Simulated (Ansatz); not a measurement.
# ClFH6N2SSi2: a ladder of functionals and wavefunction methods

An exercise on one series of results from a longer session: the logs are not shown, and one member is left open.

Method: functionals in def2-TZVPP, the program's frozen cores in correlated methods; program: Ansatz 0.2.0, Gaussian basis.

The runs, in order: PBE-D4, r2SCAN-D4, PBE0-D4, B3LYP-D4, ωB97X-V, ωB97M-V, B2PLYP; CCSD(T)/def2-TZVPP; MP2/def2-QZVPP; extrapolation to the limit.

### The relaxed structure

All runs share one geometry, relaxed beforehand with PBE0-D4 in a triple-zeta def2 set.

SMILES `N[Si@H](F)S[Si@@H](N)Cl`, 13 atoms, charge 0, spin multiplicity 1.

Atoms are counted from 1 here; the program's logs count them from 0.

Bond lengths: N1–Si2 1.694 Å, N1–H8 1.006 Å, N1–H9 1.005 Å, Si2–F3 1.597 Å, Si2–S4 2.123 Å, Si2–H10 1.480 Å, S4–Si5 2.132 Å, Si5–N6 1.689 Å, Si5–Cl7 2.066 Å, Si5–H11 1.476 Å, N6–H12 1.006 Å, N6–H13 1.006 Å. Angles: Si2–N1–H8 121.8°, Si2–N1–H9 121.9°, H8–N1–H9 112.9°, N1–Si2–F3 106.0°, N1–Si2–S4 110.3°, N1–Si2–H10 117.7°, F3–Si2–S4 113.4°, F3–Si2–H10 105.0°, S4–Si2–H10 104.5°, Si2–S4–Si5 99.4°, S4–Si5–N6 109.7°, S4–Si5–Cl7 103.3°, S4–Si5–H11 114.4°, N6–Si5–Cl7 115.4°, N6–Si5–H11 108.8°, Cl7–Si5–H11 105.2°, Si5–N6–H12 122.3°, Si5–N6–H13 121.9° and more.

Set-up of the first run:

File in.yaml:

```yaml
crystal:
  periodic: [false, false, false]
  atoms:
    - {symbol: N, position_ang: [-1.203759, 1.580939, 0.092668]}
    - {symbol: Si, position_ang: [-1.481886, 0.218341, -0.875184]}
    - {symbol: F, position_ang: [-2.129205, -0.880940, 0.085533]}
    - {symbol: S, position_ang: [0.325578, -0.419302, -1.787644]}
    - {symbol: Si, position_ang: [1.606986, -0.384503, -0.084086]}
    - {symbol: N, position_ang: [0.889377, -1.235730, 1.186031]}
    - {symbol: Cl, position_ang: [3.372965, -1.182159, -0.799606]}
    - {symbol: H, position_ang: [-1.832896, 1.842620, 0.833129]}
    - {symbol: H, position_ang: [-0.623131, 2.341777, -0.214964]}
    - {symbol: H, position_ang: [-2.436534, 0.356113, -1.997705]}
    - {symbol: H, position_ang: [1.957336, 0.969060, 0.387636]}
    - {symbol: H, position_ang: [0.357200, -2.076414, 1.036381]}
    - {symbol: H, position_ang: [1.197967, -1.129802, 2.137810]}
basis:
  gaussian: {orbitals: def2-TZVPP}
hamiltonian: {xc: pbe, dispersion: d4}
output: {forces: true, orbitals: {seedname: orbitals}}
```

Launch:

```sh
> ansatz run in.yaml --threads 2 --pin off --events-out ev --progress --plain --max-ram 32768MiB --backend cuda --devices 0, --max-vram 18GiB
```

Among the steps run: PBE-D4 (GGA); r2SCAN-D4 (meta-GGA); PBE0-D4 (hybrid); B3LYP-D4 (hybrid); ωB97X-V (range-separated); ωB97M-V (range-separated); B2PLYP (double hybrid); CCSD(T) in def2-TZVPP; MP2 in def2-QZVPP.

One table of the session follows, with a row left open; its other results are not shown here.

It belongs to the step «Atomisation energies». 

| method | atomisation energy (kcal/mol) |
| --- | --- |
| PBE-D4 | 1121.5 |
| r2SCAN-D4 | 1107.2 |
| PBE0-D4 | 1102.0 |
| B3LYP-D4 | 1104.7 |
| ωB97X-V | ? |
| ωB97M-V | 1116.1 |
| B2PLYP | 1090.0 |
| HF/def2-TZVPP | 779.7 |
| MP2/def2-TZVPP | 1094.6 |
| CCSD/def2-TZVPP | 1051.2 |
| CCSD(T)/def2-TZVPP | 1069.7 |
| MP2/CBS | 1136.0 |
| CCSD(T)/CBS | 1111.1 |

Q: Estimate the row for ωB97X-V from the others.

The run gave: atomisation energy (kcal/mol): 1117.0. In the column «atomisation energy (kcal/mol)» it lies between ωB97M-V (1116.1) and PBE-D4 (1121.5).
